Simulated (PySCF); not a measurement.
**Eu2H4: other functionals and bases at one geometry**

How far do other levels of theory move the description of Eu2H4, and what does each cost? The species was built from a template and needn't be a known compound.

The runs use PySCF 2.14.0; several levels, as the steps say, no spin–orbit coupling.

2 further runs of the same task are left out: 2 for a known fault of the program.

## 1. The system as given

6 atoms, charge 0, spin multiplicity 1.

Bond lengths: Eu1–Eu2 3.762 Å, Eu1–H3 2.349 Å, Eu1–H4 2.349 Å, Eu1–H5 2.184 Å, Eu2–H3 2.349 Å, Eu2–H4 2.349 Å, Eu2–H6 2.184 Å. Angles: Eu2–Eu1–H3 36.8°, Eu2–Eu1–H4 36.8°, Eu2–Eu1–H5 123.4°, H3–Eu1–H4 73.6°, H3–Eu1–H5 116.2°, H4–Eu1–H5 116.2°, Eu1–Eu2–H3 36.8°, Eu1–Eu2–H4 36.8°, Eu1–Eu2–H6 123.4°, H3–Eu2–H4 73.6°, H3–Eu2–H6 116.2°, H4–Eu2–H6 116.2°, Eu1–H3–Eu2 106.4°, Eu1–H4–Eu2 106.4°.

Geometry (Å):

```
atom    x (Å)    y (Å)    z (Å)
 Eu1   0.0000   0.7005   1.7459
 Eu2   0.0000  -0.7005  -1.7459
  H3   1.4063   0.0000   0.0000
  H4  -1.4063   0.0000   0.0000
  H5   0.0000  -0.5425   3.5414
  H6   0.0000   0.5425  -3.5414
```

Formal oxidation states: Eu +2. Each metal's 7 4f electrons lie in its core potential, so multiplicities, spins and levels count the valence alone. An earlier session relaxed this geometry at PBE0, Eu lcecp-0-SVP with ECP53, H def2-SVP (singlet, point group C2h).

At PBE0 on the finer grid: E = -61.046904 Eh, frontier levels not given, since the 4f levels lie in the core, Mulliken charge on Eu1 +0.52 e, largest force component 0.006 eV/Å. 

Levels to run: BP86; TPSS; PBE; wB97X; PBE0, TZVP. Hardware: 2 threads of Arm Neoverse V2, shared host.

## 2. BP86

run.py (the lines that set the calculation)

```python
mol = gto.M(atom='''
Eu     0.00000     0.70047     1.74589
Eu     0.00000    -0.70047    -1.74589
H      1.40627     0.00000     0.00000
H     -1.40627     0.00000     0.00000
H      0.00000    -0.54250     3.54138
H      0.00000     0.54250    -3.54138''',
    basis={'Eu': 'lcecp-0-SVP', 'H': 'def2-SVP'},
    ecp={'Eu': 'lcecp-0-SVP'},
    charge=0, spin=0)
mf = dft.RKS(mol, xc='B88,P86')
mf.grids.atom_grid = (75, 302)  # f atoms: unpruned, at least (60, 302)
mf = mf.density_fit()  # fitting sets: Eu AutoAux, H def2-universal-JKFIT
mf.conv_tol = 1e-08; mf.max_cycle = 55
mf.kernel(dm0)  # dm0: the density of the relaxed state
```

Command:

```bash
OMP_NUM_THREADS=2 python run.py
```

What it wrote:

```text
init E= -61.1852519718985
cycle= 1 E= -61.1867541487339  delta_E= -0.0015  |g|= 0.0206  |ddm|= 0.285
cycle= 2 E= -61.186744177307  delta_E= 9.97e-06  |g|= 0.0206  |ddm|= 0.13
cycle= 3 E= -61.1870127326335  delta_E= -0.000269  |g|= 0.00276  |ddm|= 0.0653
cycle= 4 E= -61.187016772916  delta_E= -4.04e-06  |g|= 0.000356  |ddm|= 0.00725
cycle= 5 E= -61.1870168329377  delta_E= -6e-08  |g|= 8.5e-05  |ddm|= 0.000759
cycle= 6 E= -61.1870168363349  delta_E= -3.4e-09  |g|= 1.59e-05  |ddm|= 0.000197
Extra cycle  E= -61.1870168363652  delta_E= -3.03e-11  |g|= 1.26e-05  |ddm|= 7.46e-05
converged SCF energy = -61.1870168363652
```

Wall time 4.2 s (2 threads of Arm Neoverse V2, shared host).

Result: E = -61.187017 Eh, frontier levels not given, since the 4f levels lie in the core, Mulliken charge on Eu1 +0.42 e, largest force component 0.050 eV/Å. 

## 3. TPSS

run.py (the lines that set the calculation), as its differences from that of step 2:

```diff
@@ -10,3 +10,3 @@
     charge=0, spin=0)
-mf = dft.RKS(mol, xc='B88,P86')
+mf = dft.RKS(mol, xc='TPSS')
 mf.grids.atom_grid = (75, 302)  # f atoms: unpruned, at least (60, 302)
```

Command:

```bash
OMP_NUM_THREADS=2 python run.py
```

What it wrote:

```text
init E= -61.0974068172981
cycle= 1 E= -61.098000796868  delta_E= -0.000594  |g|= 0.00838  |ddm|= 0.118
cycle= 2 E= -61.0980244143648  delta_E= -2.36e-05  |g|= 0.0061  |ddm|= 0.035
cycle= 3 E= -61.0980481554506  delta_E= -2.37e-05  |g|= 0.000884  |ddm|= 0.0171
cycle= 4 E= -61.0980485609504  delta_E= -4.05e-07  |g|= 0.000202  |ddm|= 0.00278
cycle= 5 E= -61.0980485806384  delta_E= -1.97e-08  |g|= 2.79e-05  |ddm|= 0.000525
cycle= 6 E= -61.0980485809431  delta_E= -3.05e-10  |g|= 4.61e-06  |ddm|= 7.14e-05
Extra cycle  E= -61.0980485809468  delta_E= -3.67e-12  |g|= 3.78e-06  |ddm|= 2.67e-05
converged SCF energy = -61.0980485809468
```

It took 5.6 s on 2 threads of Arm Neoverse V2, shared host.

It gives: E = -61.098049 Eh, frontier levels not given, since the 4f levels lie in the core, Mulliken charge on Eu1 +0.56 e, largest force component 0.015 eV/Å. 

## 4. PBE

run.py (the lines that set the calculation), as its differences from that of step 3:

```diff
@@ -10,3 +10,3 @@
     charge=0, spin=0)
-mf = dft.RKS(mol, xc='TPSS')
+mf = dft.RKS(mol, xc='PBE')
 mf.grids.atom_grid = (75, 302)  # f atoms: unpruned, at least (60, 302)
```

Command:

```bash
OMP_NUM_THREADS=2 python run.py
```

What it wrote:

```text
init E= -61.066573759238
cycle= 1 E= -61.0681322014088  delta_E= -0.00156  |g|= 0.0256  |ddm|= 0.304
cycle= 2 E= -61.0680553709017  delta_E= 7.68e-05  |g|= 0.0275  |ddm|= 0.163
cycle= 3 E= -61.0685485547359  delta_E= -0.000493  |g|= 0.0032  |ddm|= 0.0835
cycle= 4 E= -61.0685540547012  delta_E= -5.5e-06  |g|= 0.000386  |ddm|= 0.0085
cycle= 5 E= -61.068554123239  delta_E= -6.85e-08  |g|= 6.41e-05  |ddm|= 0.000911
cycle= 6 E= -61.0685541249745  delta_E= -1.74e-09  |g|= 8.84e-06  |ddm|= 0.000124
Extra cycle  E= -61.0685541249828  delta_E= -8.27e-12  |g|= 7.79e-06  |ddm|= 5.68e-05
converged SCF energy = -61.0685541249828
```

Wall time 4.2 s (2 threads of Arm Neoverse V2, shared host).

Read off: E = -61.068554 Eh, frontier levels not given, since the 4f levels lie in the core, Mulliken charge on Eu1 +0.40 e, largest force component 0.060 eV/Å. 

## 5. wB97X

run.py (the lines that set the calculation), as its differences from that of step 4:

```diff
@@ -10,3 +10,3 @@
     charge=0, spin=0)
-mf = dft.RKS(mol, xc='PBE')
+mf = dft.RKS(mol, xc='WB97X')
 mf.grids.atom_grid = (75, 302)  # f atoms: unpruned, at least (60, 302)
```

Command:

```bash
OMP_NUM_THREADS=2 python run.py
```

What it wrote:

```text
init E= -61.0876252447967
cycle= 1 E= -61.0905626154217  delta_E= -0.00294  |g|= 0.0157  |ddm|= 0.18
cycle= 2 E= -61.0908820547054  delta_E= -0.000319  |g|= 0.00551  |ddm|= 0.0642
cycle= 3 E= -61.0909405142466  delta_E= -5.85e-05  |g|= 0.00117  |ddm|= 0.0301
cycle= 4 E= -61.0909429488516  delta_E= -2.43e-06  |g|= 0.000305  |ddm|= 0.00586
cycle= 5 E= -61.0909431042472  delta_E= -1.55e-07  |g|= 7.39e-05  |ddm|= 0.00149
cycle= 6 E= -61.0909431147241  delta_E= -1.05e-08  |g|= 2.08e-05  |ddm|= 0.000399
cycle= 7 E= -61.0909431154547  delta_E= -7.31e-10  |g|= 6.27e-06  |ddm|= 8.57e-05
Extra cycle  E= -61.0909431155182  delta_E= -6.35e-11  |g|= 2.98e-06  |ddm|= 2.24e-05
converged SCF energy = -61.0909431155182
```

Wall time 5 s (2 threads of Arm Neoverse V2, shared host).

Read off: E = -61.090943 Eh, frontier levels not given, since the 4f levels lie in the core, Mulliken charge on Eu1 +0.54 e, largest force component 0.084 eV/Å. 

## 6. PBE0, TZVP

Basis: Eu lcecp-0-TZVP with ECP53, H def2-TZVP. 

run.py (the lines that set the calculation)

```python
mol = gto.M(atom='''
Eu     0.00000     0.70047     1.74589
Eu     0.00000    -0.70047    -1.74589
H      1.40627     0.00000     0.00000
H     -1.40627     0.00000     0.00000
H      0.00000    -0.54250     3.54138
H      0.00000     0.54250    -3.54138''',
    basis={'Eu': 'lcecp-0-TZVP', 'H': 'def2-TZVP'},
    ecp={'Eu': 'lcecp-0-TZVP'},
    charge=0, spin=0)
mf = dft.RKS(mol, xc='PBE0')
mf.grids.atom_grid = (75, 302)  # f atoms: unpruned, at least (60, 302)
mf = mf.density_fit()  # fitting sets: Eu AutoAux, H def2-universal-JKFIT
mf.conv_tol = 1e-08; mf.max_cycle = 55
mf.kernel(dm0)  # dm0: free metal ions and neutral atoms
```

Command:

```bash
OMP_NUM_THREADS=2 python run.py
```

What it wrote:

```text
init E= -60.7084734424878
cycle= 1 E= -60.6700262314868  delta_E= 0.0384  |g|= 0.727  |ddm|=  3.1
cycle= 2 E= -60.883144208151  delta_E= -0.213  |g|= 0.659  |ddm|= 2.56
cycle= 3 E= -61.050827246143  delta_E= -0.168  |g|=  0.1  |ddm|= 0.785
cycle= 4 E= -61.0561903869729  delta_E= -0.00536  |g|= 0.0241  |ddm|= 0.234
cycle= 5 E= -61.0563890325307  delta_E= -0.000199  |g|= 0.00366  |ddm|= 0.0371
cycle= 6 E= -61.0563968021151  delta_E= -7.77e-06  |g|= 0.000899  |ddm|= 0.00899
cycle= 7 E= -61.0563972886918  delta_E= -4.87e-07  |g|= 0.000343  |ddm|= 0.00232
cycle= 8 E= -61.056397355552  delta_E= -6.69e-08  |g|= 6.76e-05  |ddm|= 0.000803
cycle= 9 E= -61.056397360922  delta_E= -5.37e-09  |g|= 1.19e-05  |ddm|= 0.000286
Extra cycle  E= -61.0563973609951  delta_E= -7.31e-11  |g|= 5.68e-06  |ddm|= 3.69e-05
converged SCF energy = -61.0563973609951
```

It took 6.7 s on 2 threads of Arm Neoverse V2, shared host.

Read off: E = -61.056397 Eh, frontier levels not given, since the 4f levels lie in the core, Mulliken charge on Eu1 +0.75 e, largest force component 0.047 eV/Å. 

## 7. All levels side by side

| level | state | charge on Eu1 (e) | dipole (D) | largest force (eV/Å) | basis functions | time |
| --- | --- | --- | --- | --- | --- | --- |
| PBE0 (relaxed here) | singlet | 0.52 | 0.00 | 0.01 | 82 | 7.6 s |
| BP86 | singlet | 0.42 | 0.00 | 0.05 | 82 | 4.2 s |
| TPSS | singlet | 0.56 | 0.00 | 0.01 | 82 | 5.6 s |
| PBE | singlet | 0.40 | 0.00 | 0.06 | 82 | 4.2 s |
| wB97X | singlet | 0.54 | 0.00 | 0.08 | 82 | 5 s |
| PBE0, TZVP | singlet | 0.75 | 0.00 | 0.05 | 118 | 6.7 s |

Times are on 2 threads of Arm Neoverse V2, shared host; the first row also made further properties.

The largest leftover force, 0.08 eV/Å with wB97X, stands at a geometry relaxed at another level. The Mulliken charge on Eu spans +0.40 to +0.75 e over the levels. With 4f in the core, its levels are missing from HOMO and gap. Total energies of different levels can't be compared. Spin–orbit coupling is left out throughout.
